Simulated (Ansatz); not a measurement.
WS:

```
W S
1.0
     3.44485    0.00000    0.00000
     0.00000    3.44485    0.00000
     0.00000    0.00000    3.44485
W S
1 1
Direct
  0.50000 0.50000 0.50000
  0.00000 0.00000 0.00000
```

The cell was built by a generator and needn't be a form met in nature.

```yaml
Program: Ansatz 0.2.0
Task: relaxation of cell and atoms
Functional: HSEsol
Potentials_or_basis: Ansatz PAW
Cutoff: "420 eV (not typed: the program's choice for these potentials)"
k_mesh: 4 × 4 × 4
Occupations: fermi-dirac, width 0.05 eV
Spin: no spin polarisation
```

At the start: volume 20.44 Å³/atom.

Question: How do energy, volume and symmetry change on relaxing?

Answer: It ends after 7 steps and the volume is 12.94 Å³/atom (-36.7 %); space group Pm-3m (No. 221, to 0.05 Å).

The path:
```tsv
step	energy change (eV)	largest force (eV/Å)	volume (Å³)
1	0.0000	0.0000	40.88
2	-1.4757	0.0000	35.19
3	-2.6881	0.0000	30.05
4	-3.1458	0.0000	25.44
5	-3.1523	0.0000	25.83
6	-3.1523	0.0000	25.87
7	-3.1502	0.0000	25.87
```

Final structure:
```xyz
2
Lattice="2.9576 0.0000 0.0000 0.0000 2.9576 0.0000 0.0000 0.0000 2.9576" Properties=species:S:1:pos:R:3 pbc="T T T"
W     1.4788    1.4788    1.4788
S     0.0000    0.0000    0.0000
```

Caveat: the k mesh is coarse (spacing up to 0.46 Å⁻¹), so the values aren't converged, least of all with exact exchange; the volume moved by over 15 % at a fixed basis, so the end points are rough; the plane-wave basis is chosen anew once the cell has moved, so the energies of steps on either side of that aren't comparable; the PAW data sets come from PBE, with cores solved anew for the run's functional, which leaves a small shift of forces and pressure.
